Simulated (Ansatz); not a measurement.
Working through harmonic frequencies at the relaxed geometry of H4O3SiTe, SMILES O[Si](O)(O)[TeH]

Program: Ansatz 0.2.0, Python API.

The cells in order, each with its output:

In [1]:
```python
import ansatz as az
from ase import Atoms
from ase.thermochemistry import IdealGasThermo
import numpy as np
```

In [2]:
```python
atoms = Atoms(['O', 'Si', 'O', 'O', 'Te', 'H', 'H', 'H', 'H'], positions=[
    (0.5151, 1.0934, -1.4446),
    (0.3531, -0.0101, -0.1842),
    (1.9025, -0.5029, 0.2584),
    (-0.4696, -1.3577, -0.7196),
    (-0.781, 1.0255, 1.7501),
    (-0.4713, 1.4133, -1.6425),
    (1.8216, -1.1082, 1.0468),
    (-0.5909, -1.925, 0.0799),
    (-2.1909, 1.3253, 0.8387),
])
mol = az.Crystal.molecule_from_ase(atoms)
```

In [3]:
```python
base = (
    mol.calculation()
    .basis(gaussian='def2-SVP')
    .functional('B3LYP')
)
symbols = [site.symbol for site in mol.cartesian_sites]
start = np.array([site.position_ang for site in mol.cartesian_sites], dtype=float)
def progress(event):
    if event['event'] == 'relax_step':
        row = event['data']
        print(f'step {row["step"]:3d}  E = {row["lagrangian_ev"]:.6f} eV  max force {row["allowed_force_max_ev_ang"]:.4f} eV/A')


report = base.relax(force_tolerance=0.003, max_steps=100).session().plan().execute(on_event=progress).report
end = np.array(report['positions_ang'])
```
```text
step   1  E = -21376.143421 eV  max force 3.3421 eV/A
step   2  E = -21376.416234 eV  max force 1.6492 eV/A
step   3  E = -21376.511359 eV  max force 0.8682 eV/A
step   4  E = -21376.615836 eV  max force 0.4973 eV/A
step   5  E = -21376.627840 eV  max force 0.1194 eV/A
step   6  E = -21376.632033 eV  max force 0.0421 eV/A
step   7  E = -21376.632412 eV  max force 0.0340 eV/A
step   8  E = -21376.632554 eV  max force 0.0237 eV/A
step   9  E = -21376.632741 eV  max force 0.0057 eV/A
step  10  E = -21376.632818 eV  max force 0.0088 eV/A
step  11  E = -21376.632807 eV  max force 0.0111 eV/A
step  12  E = -21376.632853 eV  max force 0.0069 eV/A
step  13  E = -21376.632960 eV  max force 0.0147 eV/A
step  14  E = -21376.633033 eV  max force 0.0698 eV/A
step  15  E = -21376.633145 eV  max force 0.0652 eV/A
step  16  E = -21376.633661 eV  max force 0.0742 eV/A
step  17  E = -21376.633999 eV  max force 0.1433 eV/A
step  18  E = -21376.634477 eV  max force 0.1226 eV/A
step  19  E = -21376.635326 eV  max force 0.1331 eV/A
step  20  E = -21376.635776 eV  max force 0.1165 eV/A
step  21  E = -21376.636030 eV  max force 0.1452 eV/A
step  22  E = -21376.636496 eV  max force 0.0937 eV/A
step  23  E = -21376.636701 eV  max force 0.0327 eV/A
step  24  E = -21376.636801 eV  max force 0.0161 eV/A
step  25  E = -21376.636853 eV  max force 0.0059 eV/A
step  26  E = -21376.636859 eV  max force 0.0018 eV/A
```

In [4]:
```python
print('bond        before    after (A)')
for i, j in [(0, 1), (0, 5), (1, 2), (1, 3), (1, 4), (2, 6), (3, 7), (4, 8)]:
    d0, d1 = (np.linalg.norm(xyz[i] - xyz[j]) for xyz in (start, end))
    print(f'{symbols[i]}{i}-{symbols[j]}{j}'.ljust(10), f'{d0:8.4f} {d1:8.4f}')
for i, j, k in [(1, 0, 5), (0, 1, 2), (0, 1, 3), (0, 1, 4), (2, 1, 3), (2, 1, 4), (3, 1, 4), (1, 2, 6)]:
    u, v = end[i] - end[j], end[k] - end[j]
    print(f'angle {symbols[i]}{i}-{symbols[j]}{j}-{symbols[k]}{k}: {np.degrees(np.arccos(np.clip(u @ v / np.linalg.norm(u) / np.linalg.norm(v), -1, 1))):.2f} deg')
```
```text
bond        before    after (A)
O0-Si1       1.6830   1.6442
O0-H5        1.0557   0.9644
Si1-O2       1.6850   1.6513
Si1-O3       1.6672   1.6588
Si1-Te4      2.4699   2.5428
O2-H6        0.9972   0.9640
O3-H7        0.9878   0.9645
Te4-H8       1.7054   1.6719
angle Si1-O0-H5: 116.14 deg
angle O0-Si1-O2: 104.13 deg
angle O0-Si1-O3: 106.53 deg
angle O0-Si1-Te4: 115.85 deg
angle O2-Si1-O3: 116.33 deg
angle O2-Si1-Te4: 105.90 deg
angle O3-Si1-Te4: 108.42 deg
angle Si1-O2-H6: 117.07 deg
```

In [5]:
```python
# frequencies need a stationary point, so they are taken at the relaxed geometry
minimum = az.Crystal.molecule()
for symbol, xyz in zip(symbols, end):
    minimum = minimum.atom(symbol, xyz.tolist())
vibrating = (
    minimum.calculation()
    .basis(gaussian='def2-SVP')
    .functional('B3LYP')
    .phonons(temperatures=(298.15, 498.15, 100))
)
vib = vibrating.run().report['vibrations']
sums = vib['harmonic_sums']
modes = [m['omega_inv_cm'] for m in sums['modes_at_gamma'] if m['rigid_motion'] == 'no']
print('frequencies (1/cm):', ' '.join(f'{w:.0f}' for w in modes))
print('imaginary modes:', sum(w < 0 for w in modes), ' zero-point energy:', round(sums['zero_point_energy_ev'], 4), 'eV')
# rigid rotor and ideal gas, symmetry number taken as one
gas = IdealGasThermo(vib_energies=[w / 8065.544 for w in modes if w > 0], geometry='linear' if len(modes) == 3 * len(symbols) - 5 else 'nonlinear',
                     atoms=Atoms(symbols, positions=end), symmetrynumber=1, spin=0.0)
print(f'H(298 K) - E = {gas.get_enthalpy(298.15, verbose=False):.4f} eV')
print(f'S(298 K, 1 bar) = {96485.33 * gas.get_entropy(298.15, 1e5, verbose=False):.1f} J/(mol K) with symmetry number 1')
```
```text
frequencies (1/cm): 87 117 160 180 212 240 304 326 336 428 559 767 796 800 835 960 990 2101 3875 3883 3884
imaginary modes: 0  zero-point energy: 1.3539 eV
H(298 K) - E = 1.6137 eV
S(298 K, 1 bar) = 387.3 J/(mol K) with symmetry number 1
```

Notes:
- Total energies depend on the basis set; only differences at equal settings carry meaning.
- The frequencies are harmonic and unscaled, in a modest basis. The result belongs to the one conformer reached from this start, and soft torsions count as harmonic oscillators.
- def2 sets replace the cores of elements past krypton by effective core potentials.
- b3lyp holds the VWN-RPA fit, as in Gaussian; the form of ORCA and Turbomole is b3lyp5.
- The entropy takes a symmetry number of 1; a symmetric molecule's is lower by R ln(sigma).
- Hardware and time: 5.8 min on 1 thread of Arm Neoverse V2 (shared host), peak memory 0.39 GiB.

(Lines on the test bed's own set-up are left out of the output.)
